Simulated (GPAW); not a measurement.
A run of GPAW 26.7.0 is set up as follows.

Contents of run.py:

```python
from ase.io import read
from gpaw import PW
from gpaw.dft import DFT

atoms = read('POSCAR')

dft = DFT(atoms,
          mode=PW(600),
          xc='PBE',
          kpts={'size': (7, 7, 7), 'gamma': True},
          occupations={'name': 'fermi-dirac', 'width': 0.05},
          nbands=20,
          convergence={'density': 1e-05, 'energy': 1e-05},
          maxiter=150,
          txt='gpaw.txt')
print(f'Energy: {dft.calculate_energy():.6f} eV')
print('Forces (eV/A):')
print(dft.calculate_forces().round(4))
print('Stress (eV/A^3):', dft.calculate_stress().round(6))
dft.write_gpw_file('gs.gpw')
```

File POSCAR:

```
BiTe
1.0
    0.0000000000      3.2350000000      3.2350000000
    3.2350000000      0.0000000000      3.2350000000
    3.2350000000      3.2350000000      0.0000000000
Bi Te
1 1
Direct
    0.0000000000      0.0000000000      0.0000000000
    0.5000000000      0.5000000000      0.5000000000
```

Potentials or basis: GPAW PAW data sets (gpaw-data 1.2.1), pw.

The run is started by

```sh
$ OMP_NUM_THREADS=1 python run.py
```

Q: Estimate the band gap on the k mesh.

A: None (metal or under the smearing width).

Q: Estimate the pressure.

A: 0.7 GPa.

Caveat: spin-orbit coupling is left out, which moves the levels of the heavy elements.
